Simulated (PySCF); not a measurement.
The system is NBSH4, in a box.

```xyz
7
Lattice="13.0000 0.0000 0.0000 0.0000 12.0000 0.0000 0.0000 0.0000 12.0000" Properties=species:S:1:pos:R:3 pbc="T T T"
N     5.3417    6.4974    5.5492
B     6.4179    6.2485    6.3955
S     7.3497    4.6966    6.2474
H     5.0253    5.8639    4.8349
H     4.8065    7.3454    5.6057
H     6.7270    7.0564    7.2179
H     8.2195    4.9532    7.2332
```

Base run:

| Item | Value |
| --- | --- |
| Program | PySCF 2.14.0 |
| Functional | revPBE |
| Dispersion | D3(BJ) |
| Potentials or basis | pob-tzvp-rev2 (all-electron) |
| k mesh | 1 × 1 × 1 |
| Occupations | fixed |
| Spin | no spin polarisation |

Its results: gap between the frontier levels 6.18 eV.

After a change of settings the same cell gave: gap between the frontier levels 13.68 eV. Which change was it?
A. functional from revPBE to SVWN5; dispersion from D3(BJ) to none
B. functional from revPBE to B3LYP5; dispersion from D3(BJ) to none
C. functional from revPBE to PBE; dispersion from D3(BJ) to none
D. functional from revPBE to LC-wPBE

D.

LC-wPBE gives the wider gap, since exact exchange removes part of the self-interaction.

Caveats: this is a molecule in a periodic box at the Γ point, so its band gap is the HOMO-LUMO gap; the basis of atomic orbitals isn't converged, which shifts pressures, moduli and gaps.
